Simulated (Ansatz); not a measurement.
# MnHg (Pm-3m) in Ansatz: notebook

Runs on MnHg. Level: PBE. Tasks: single point.

Everything below comes from runs of Ansatz 0.2.0. Logs are shortened: lines on timing, memory, paths and dates and some standing lists are left out, and cuts for length are marked.

### Step 1. The crystal as given

Symmetry: Pm-3m, No. 221, cubic system. Conventional cell: a = 3.315 Å, b = 3.315 Å, c = 3.315 Å, α = 90.00°, β = 90.00°, γ = 90.00°. Hg (site symmetry m-3m) is surrounded by 8 Mn at 2.87 Å. Mn (site symmetry m-3m) is surrounded by 8 Hg at 2.87 Å.

### Step 2. Single point, PBE, collinear spin, ferromagnetic start

File input.yaml:

```yaml
crystal:
  lattice:
    - [3.315, 0.0, 0.0]
    - [0.0, 3.315, 0.0]
    - [0.0, 0.0, 3.315]
  atoms:
    - { symbol: Hg, position: [0.0, 0.0, 0.0] }
    - { symbol: Mn, position: [0.5, 0.5, 0.5], spin: 4.0 }
hamiltonian:
  xc: pbe
  pseudopotentials: { kind: paw }
magnetization:
  spin_polarized: true
  initial_magnetization: 4.0
  spin_locking: { lock_magnetization: hard }
kpoints:
  mp_grid: { grid: [7, 7, 7] }
scf:
  occupations: { method: fermi_dirac, width: 0.05 }
  lower_state_search: "off"
output:
  forces: true
  stress: true
  eigenvalues: true
```

Potentials or basis: Ansatz PAW.

The run is started by

```sh
ansatz run input.yaml --threads 2 --pin off --max-ram 5632MiB --backend cpu --events-out ev --progress --plain --runs-dir out
```

The program printed:

```text
Warning: output.stress: scf.convergence.dr2_threshold = 1e-7 eV (the SCF's general default) is looser than the 2e-10 eV advised for a printed stress (1e-10 eV for each atom of the cell: 2). What an SCF threshold leaves in a stress goes as its square root, and in the free energy as the threshold itself, and one threshold admits the most on a small cell: of the crystals measured, under no hybrid functional and no lock of the moments, on runs that ended without the residual-converged pass, on stresses that held no estimate of that error, the worst erred by over 100 MPa in a component at 1e-7 eV an atom and by under 5 at 1e-10. Set scf.convergence.dr2_threshold to 2e-10 eV or tighter. The threshold is an SCF's pass mark: one that does not reach it within its budget of iterations ends unconverged, or closes short of it on a stop that the run arms, and scf.convergence.dr2_threshold's page says what that costs each kind of run
Warning: RAYON_NUM_THREADS=2 ignored (pool sized by the plan → 2); use --threads N
Engine: ansatz 0.2.0, x86_64-unknown-linux-gnu
Pseudopotentials: kind: paw
Pseudopotential: Hg, paw, valence charge 20, recommended cutoff 420 eV (normal), Hg.paw.azcp
Pseudopotential: Mn, paw, valence charge 15, recommended cutoff 420 eV (normal), Mn.paw.azcp
Functional definition: PBE
  parameter kappa = 0.804
  parameter beta = 0.06672455060314922
  exchange = pbe_x(kappa = kappa, mu = beta*pi^2/3)
  correlation = pbe_c(beta = beta)
Crystal: 2 atoms, lattice volume = 36.429 Å³
Basis set: ecut = 420 eV, 739 PW (Γ), exchange–correlation on 48×48×48 points (8 copies of the dense FFT grid, shifted against one another)
Bands: 24, of which v1, the nominal top of the filled ones, is band 18 counted from 1 (17 counted from 0)
Symmetry: 48 space group operations
Space group: Pm-3m (ITA 221), of the structure as read, at distance tolerance 3.3e-5 Å
Magnetic group: BNS 221.92 (UNI 1594), of the structure as read, at distance tolerance 3.3e-5 Å
k-points: 20 of 343
Non-local potential: Hg, projectors of the file, l = 0: 3, l = 1: 2, l = 2: 2, l = 3: 1
Non-local potential: Mn, projectors of the file, l = 0: 3, l = 1: 2, l = 2: 3, l = 3: 1
PAW form: soft (Blöchl's): semilocal exchange-correlation on the pseudo side does not see the compensation charge
PAW one-centre angular grid: Hg, 590 points (default); XC on 64 Gauss nodes
PAW one-centre angular grid: Mn, 590 points (default); XC on 64 Gauss nodes
Initial density: superposition of atomic densities (chi_scale 0.1, normalization cell)
Starting moments: Σ|m| = 4 μB on 1 of 2 sites
Initial wavefunctions: pseudopotential atomic-orbital guess
Functional: x = pbe(κ = 0.804, μ = 0.2195149727645171), c = pbe(β = 0.06672455060314922)
SCF iter   1: F=—  HF=-17712.215479 eV  |F-HF|=—  |Δ(HF+E_count)|=         —  Δρ=5.59e-2 (↑5.10e-2 ↓5.59e-2)  dr2=5.16e0  dr2_m=4.10e-2  M=4.000 μB ∫|m|=4.001 μB  β_m=0.30  ethr=3.10e-3  ⟨swp⟩=4.8  Hψ=3573  notcnv=0
preconditioner: auto → Kerker (q_TF=auto, 2.710 Å⁻¹)  [metal: Δε(μ)=0.034 eV  Ē_g=8.988 eV  σ=0.050 eV  W_gap=0.17  n_scr=18 (ndim 8)  ℏωp=26.8 eV  f_vac=0.000  D(μ)=3.23/eV (n_scr^D=32)]
spin=Collinear: Kerker preconditioning applied to the charge; magnetization (m = ρ↑ − ρ↓) channel mixes plain (no charge-response kernel on spin).
SCF iter   2: F=—  HF=-17711.648498 eV  |F-HF|=—  |Δ(HF+E_count)|=   5.67e-1  Δρ=2.09e-2 (↑2.09e-2 ↓2.03e-2)  dr2=8.52e-1  dr2_m=3.54e-2  M=4.000 μB ∫|m|=4.068 μB  β_m=0.38  ethr=3.10e-3  ⟨swp⟩=2.0  Hψ=1602  notcnv=0  defer=29
SCF iter   3: F=—  HF=-17711.595485 eV  |F-HF|=—  |Δ(HF+E_count)|=   5.30e-2  Δρ=1.12e-2 (↑1.12e-2 ↓9.88e-3)  dr2=1.82e-1  dr2_m=1.32e-2  M=4.000 μB ∫|m|=4.128 μB  β_m=0.52  ethr=2.44e-3  ⟨swp⟩=2.0  Hψ=1423  notcnv=0  defer=33
SCF iter   4: F=—  HF=-17711.602266 eV  |F-HF|=—  |Δ(HF+E_count)|=   6.78e-3  Δρ=5.42e-3 (↑3.36e-3 ↓5.42e-3)  dr2=1.17e-2  dr2_m=2.15e-3  M=4.000 μB ∫|m|=4.198 μB  β_m=0.76  ethr=5.21e-4  ⟨swp⟩=2.3  Hψ=1587  notcnv=0  defer=36
SCF iter   5: F=—  HF=-17711.606273 eV  |F-HF|=—  |Δ(HF+E_count)|=   4.01e-3  Δρ=1.09e-3 (↑9.27e-4 ↓1.09e-3)  dr2=2.40e-4  dr2_m=2.31e-4  M=4.000 μB ∫|m|=4.219 μB  β_m=0.88  ethr=3.33e-5  ⟨swp⟩=3.0  Hψ=2030  notcnv=0  defer=37
SCF iter   6: F=—  HF=-17711.606504 eV  |F-HF|=—  |Δ(HF+E_count)|=   2.31e-4  Δρ=5.73e-4 (↑5.73e-4 ↓3.80e-4)  dr2=2.48e-4  dr2_m=5.02e-6  M=4.000 μB ∫|m|=4.221 μB  β_m=0.94  ethr=6.87e-7  ⟨swp⟩=2.0  Hψ=1604  notcnv=0  defer=37
SCF iter   7: F=—  HF=-17711.606473 eV  |F-HF|=—  |Δ(HF+E_count)|=   3.09e-5  Δρ=7.03e-5 (↑3.18e-5 ↓7.03e-5)  dr2=3.08e-6  dr2_m=2.14e-7  M=4.000 μB ∫|m|=4.222 μB  β_m=0.91  ethr=6.87e-7  ⟨swp⟩=1.8  Hψ=1028  notcnv=0  defer=37
SCF iter   8: F=—  HF=-17711.606474 eV  |F-HF|=—  |Δ(HF+E_count)|=   1.53e-6  Δρ=1.84e-5 (↑1.13e-5 ↓1.84e-5)  dr2=1.31e-7  dr2_m=5.23e-8  M=4.000 μB ∫|m|=4.222 μB  β_m=0.96  ethr=8.80e-9  ⟨swp⟩=2.0  Hψ=1114  notcnv=0  defer=37
SCF iter   9: F=-17711.606474 eV  HF=-17711.606474 eV  |F-HF|=4.31e-9  |Δ(HF+E_count)|=   2.30e-8  Δρ=7.90e-6 (↑7.90e-6 ↓2.73e-6)  dr2=1.41e-8  dr2_m=6.94e-9  M=4.000 μB ∫|m|=4.222 μB  ethr=2.86e-10  ⟨swp⟩=6.8  Hψ=3478  notcnv=0
SCF 1 converged in 9 iterations: F = -17711.606474 eV  dr2 = 1.41e-8
SCF converged after 9 iterations
Stability checked in part: among states of this total moment the steps that led to this state did not find it unstable. No probe was made; neither looks for a lower state of another moment (fixed_total_moment; see scf.lower_state_search)
Magnetization: 4.0000 μB (19.5000 up, 15.5000 down)
Absolute magnetization: 4.2247 μB (∫|ρ↑−ρ↓|, with the PAW one-centre terms)
Spin contamination: 0.1338 ħ² per cell (⟨S²⟩ above its minimum at these occupations)
Per-site moments (μB) at R_I (Å): [(-0.014350905045383175, 1.1842356130874832), (3.939506931987162, 1.1842356130874832)]
Free energy (F): -17711.606474 eV
Harris-Foulkes:  -17711.606474 eV  (|F-HF|=4.31e-9)
Internal energy: -17711.596806 eV  (E = F + TS)
E sigma→0 (E₀):  -17711.601640 eV
Entropy (-TS):   -0.009668 eV (-4.834 meV/atom)
Fermi energy:    16.354515 (↑ 16.538177, ↓ 16.170852) eV
--- Per-component energies (eV) ---
  E_band       = -595.817610
  E_kinetic    = 904.393451
  E_local      = -4248.977223  (includes V_loc(G=0)·N_el)
  E_nonlocal   = 320.594302
  E_hartree    = 1790.464490
  E_xc         = -332.887034
  E_vxc        = -406.234682  (∫ρ·V_xc dr)
  E_paw        = -11248.714449  (= ΣΔE_a)
  E_vpaw       = -746.516520  (= ΣTr[D̂ρ^β])
  E_aug_tail   = 0.000976  (compensation charges beyond the density's cutoff)
  E_ewald      = -4896.471318
  E_smearing   = -0.009668  (= −TS)
  E_closure    = 0.000000  (closes the sum)
  Σ components = -17711.606474   (vs F -17711.606474, Δ=0.00e0)
--- Forces (eV/Å), atoms counted from 1 ---
  atom   1  Hg    -0.00000000     0.00000000    -0.00000000
  atom   2  Mn     0.00000000    -0.00000000    -0.00000000
  max |Σ_I F_I| component: 9.98e-29 eV/Å
--- Stress (GPa, compression-positive) ---
        1.171179      -0.000000      -0.000000
       -0.000000       1.171179       0.000000
        0.000000       0.000000       1.171179
  P = ⅓ Tr σ = 1.1712 GPa (11.712 kbar)
--- Band table (eV; the first three rows and the last of 40) ---
  k-point 0 ↑: bands = ["-99.2356", "-65.2076", "-47.6538", "-47.6538", "-47.6538", "-33.9545", "-33.9545", "-33.9545", "6.5936", "8.0088", "8.0088", "9.1572", "9.1572", "9.1572", "13.2472", "13.2472", "14.1401", "14.1401", "14.1401", "21.0591", "21.0591", "21.0591", "24.8034", "27.3398"]
  k-point 1 ↑: bands = ["-99.2356", "-65.2074", "-47.6561", "-47.6536", "-47.6536", "-33.9577", "-33.9544", "-33.9544", "6.9051", "8.0621", "8.1617", "9.0963", "9.0963", "9.1855", "13.1807", "13.2801", "13.9807", "13.9807", "14.0995", "19.0067", "21.6573", "21.6573", "25.6413", "27.3376"]
  k-point 2 ↑: bands = ["-99.2355", "-65.2070", "-47.6613", "-47.6532", "-47.6532", "-33.9647", "-33.9540", "-33.9540", "7.6259", "8.1878", "8.7373", "8.9619", "8.9619", "9.2507", "13.0248", "13.2042", "13.6741", "13.6741", "14.0065", "16.1915", "23.2347", "23.2347", "26.0034", "27.3337"]
  k-point 19 ↓: bands = ["-99.2020", "-61.0130", "-47.6265", "-47.6265", "-47.6265", "-29.8543", "-29.8543", "-29.8542", "8.2294", "8.2756", "8.2756", "9.6794", "9.6794", "13.6794", "14.8491", "14.8491", "17.5783", "18.0651", "18.0651", "19.7383", "21.0054", "21.0054", "22.3790", "23.0385"]
```

It took 0.66 s on 2 threads of Intel Xeon Platinum 8488C (Sapphire Rapids), shared host; peak memory 0.36 GiB.

What came out:

```yaml
Free_energy: -17711.6065 eV
Pressure: 1.2 GPa
Net_moment: 4.00 μB per cell
Absolute_moment: 4.22 μB per cell
Site_moments: Hg -0.01; Mn +3.94 μB
```

Caveat: the total moment is fixed, so each spin has its own Fermi level; the thresholds are loose for stress. Spin-orbit coupling is left out, which matters for the levels of Hg.

### Step 3. Single point, PBE, collinear spin, ferromagnetic start

Changes to input.yaml since step 2:

```diff
@@ -7,3 +7,3 @@
     - { symbol: Hg, position: [0.0, 0.0, 0.0] }
-    - { symbol: Mn, position: [0.5, 0.5, 0.5], spin: 4.0 }
+    - { symbol: Mn, position: [0.5, 0.5, 0.5], spin: 5.0 }
 hamiltonian:
@@ -13,3 +13,3 @@
   spin_polarized: true
-  initial_magnetization: 4.0
+  initial_magnetization: 5.0
   spin_locking: { lock_magnetization: hard }
```

Potentials or basis: Ansatz PAW.

The run is started by

```sh
ansatz run input.yaml --threads 2 --pin off --max-ram 5632MiB --backend cpu --events-out ev --progress --plain --runs-dir out
```

The program printed:

```text
Warning: output.stress: scf.convergence.dr2_threshold = 1e-7 eV (the SCF's general default) is looser than the 2e-10 eV advised for a printed stress (1e-10 eV for each atom of the cell: 2). What an SCF threshold leaves in a stress goes as its square root, and in the free energy as the threshold itself, and one threshold admits the most on a small cell: of the crystals measured, under no hybrid functional and no lock of the moments, on runs that ended without the residual-converged pass, on stresses that held no estimate of that error, the worst erred by over 100 MPa in a component at 1e-7 eV an atom and by under 5 at 1e-10. Set scf.convergence.dr2_threshold to 2e-10 eV or tighter. The threshold is an SCF's pass mark: one that does not reach it within its budget of iterations ends unconverged, or closes short of it on a stop that the run arms, and scf.convergence.dr2_threshold's page says what that costs each kind of run
Warning: RAYON_NUM_THREADS=2 ignored (pool sized by the plan → 2); use --threads N
Engine: ansatz 0.2.0, x86_64-unknown-linux-gnu
Pseudopotentials: kind: paw
Pseudopotential: Hg, paw, valence charge 20, recommended cutoff 420 eV (normal), Hg.paw.azcp
Pseudopotential: Mn, paw, valence charge 15, recommended cutoff 420 eV (normal), Mn.paw.azcp
Functional definition: PBE
  parameter kappa = 0.804
  parameter beta = 0.06672455060314922
  exchange = pbe_x(kappa = kappa, mu = beta*pi^2/3)
  correlation = pbe_c(beta = beta)
Crystal: 2 atoms, lattice volume = 36.429 Å³
Basis set: ecut = 420 eV, 739 PW (Γ), exchange–correlation on 48×48×48 points (8 copies of the dense FFT grid, shifted against one another)
Bands: 24, of which v1, the nominal top of the filled ones, is band 18 counted from 1 (17 counted from 0)
Symmetry: 48 space group operations
Space group: Pm-3m (ITA 221), of the structure as read, at distance tolerance 3.3e-5 Å
Magnetic group: BNS 221.92 (UNI 1594), of the structure as read, at distance tolerance 3.3e-5 Å
k-points: 20 of 343
Non-local potential: Hg, projectors of the file, l = 0: 3, l = 1: 2, l = 2: 2, l = 3: 1
Non-local potential: Mn, projectors of the file, l = 0: 3, l = 1: 2, l = 2: 3, l = 3: 1
PAW form: soft (Blöchl's): semilocal exchange-correlation on the pseudo side does not see the compensation charge
PAW one-centre angular grid: Hg, 590 points (default); XC on 64 Gauss nodes
PAW one-centre angular grid: Mn, 590 points (default); XC on 64 Gauss nodes
Initial density: superposition of atomic densities (chi_scale 0.1, normalization cell)
Starting moments: Σ|m| = 5 μB on 1 of 2 sites
Initial wavefunctions: pseudopotential atomic-orbital guess
Functional: x = pbe(κ = 0.804, μ = 0.2195149727645171), c = pbe(β = 0.06672455060314922)
SCF iter   1: F=—  HF=-17711.148489 eV  |F-HF|=—  |Δ(HF+E_count)|=         —  Δρ=6.51e-2 (↑2.19e-2 ↓6.51e-2)  dr2=2.63e0  dr2_m=3.02e-1  M=5.000 μB ∫|m|=5.000 μB  β_m=0.30  ethr=3.10e-3  ⟨swp⟩=5.0  Hψ=3586  notcnv=0
[... 13 lines left out ...]
SCF converged after 8 iterations
Stability checked in part: among states of this total moment the steps that led to this state did not find it unstable. No probe was made; neither looks for a lower state of another moment (fixed_total_moment; see scf.lower_state_search)
Magnetization: 5.0000 μB (20.0000 up, 15.0000 down)
Absolute magnetization: 5.0000 μB (∫|ρ↑−ρ↓|, with the PAW one-centre terms)
Spin contamination: 0.0204 ħ² per cell (⟨S²⟩ above its minimum at these occupations)
Per-site moments (μB) at R_I (Å): [(0.1802932412895079, 1.1842356130874832), (4.424693057683666, 1.1842356130874832)]
Free energy (F): -17711.015179 eV
Harris-Foulkes:  -17711.015179 eV  (|F-HF|=1.49e-8)
Internal energy: -17711.006592 eV  (E = F + TS)
E sigma→0 (E₀):  -17711.010885 eV
Entropy (-TS):   -0.008587 eV (-4.293 meV/atom)
Fermi energy:    16.663338 (↑ 17.641659, ↓ 15.685017) eV
--- Per-component energies (eV) ---
  E_band       = -596.820745
  E_kinetic    = 903.875559
  E_local      = -4246.437905  (includes V_loc(G=0)·N_el)
  E_nonlocal   = 321.323979
  E_hartree    = 1788.753507
  E_xc         = -333.325329
  E_vxc        = -406.833503  (∫ρ·V_xc dr)
  E_paw        = -11248.726060  (= ΣΔE_a)
  E_vpaw       = -746.259284  (= ΣTr[D̂ρ^β])
  E_aug_tail   = 0.000975  (compensation charges beyond the density's cutoff)
  E_ewald      = -4896.471318
  E_smearing   = -0.008587  (= −TS)
  E_closure    = -0.000000  (closes the sum)
  Σ components = -17711.015179   (vs F -17711.015179, Δ=0.00e0)
--- Forces (eV/Å), atoms counted from 1 ---
  atom   1  Hg    -0.00000000     0.00000000     0.00000000
  atom   2  Mn     0.00000000     0.00000000     0.00000000
  max |Σ_I F_I| component: 2.88e-29 eV/Å
--- Stress (GPa, compression-positive) ---
        9.763776       0.000000       0.000000
        0.000000       9.763776       0.000000
        0.000000       0.000000       9.763776
  P = ⅓ Tr σ = 9.7638 GPa (97.638 kbar)
--- Band table (eV; the first three rows and the last of 40) ---
  k-point 0 ↑: bands = ["-99.1000", "-65.7141", "-47.5199", "-47.5199", "-47.5199", "-34.4518", "-34.4518", "-34.4518", "6.4318", "8.0492", "8.0492", "9.2343", "9.2343", "9.2343", "12.8723", "12.8723", "13.6845", "13.6845", "13.6845", "20.8646", "20.8646", "20.8646", "24.6559", "27.1089"]
  k-point 1 ↑: bands = ["-99.1000", "-65.7139", "-47.5222", "-47.5197", "-47.5197", "-34.4549", "-34.4517", "-34.4517", "6.7455", "8.1077", "8.2014", "9.1745", "9.1745", "9.2663", "12.8013", "12.9081", "13.5262", "13.5262", "13.6406", "18.8139", "21.4608", "21.4608", "25.4749", "27.0988"]
  k-point 2 ↑: bands = ["-99.0999", "-65.7135", "-47.5275", "-47.5193", "-47.5193", "-34.4618", "-34.4513", "-34.4513", "7.5092", "8.2466", "8.7338", "9.0420", "9.0420", "9.3405", "12.6334", "12.8713", "13.2204", "13.2204", "13.5394", "15.9628", "23.0362", "23.0362", "25.8272", "27.0733"]
  k-point 19 ↓: bands = ["-99.0206", "-61.0743", "-47.4411", "-47.4410", "-47.4410", "-29.9116", "-29.9116", "-29.9115", "8.4298", "8.4759", "8.4759", "9.8802", "9.8802", "13.8593", "14.9854", "14.9854", "17.7413", "18.0031", "18.0031", "19.8963", "21.1459", "21.1459", "22.5512", "23.2167"]
```

It took 0.67 s on 2 threads of Intel Xeon Platinum 8488C (Sapphire Rapids), shared host; peak memory 0.36 GiB.

What came out:

| Quantity | Value |
| --- | --- |
| Free energy | -17711.0152 eV |
| Pressure | 9.8 GPa |
| Net moment | 5.00 μB per cell |
| Absolute moment | 5.00 μB per cell |
| Site moments | Hg +0.18; Mn +4.42 μB |

Caveat: the total moment is fixed, so each spin has its own Fermi level; the thresholds are loose for stress. The run has no spin-orbit coupling, so splittings on Hg are missing.
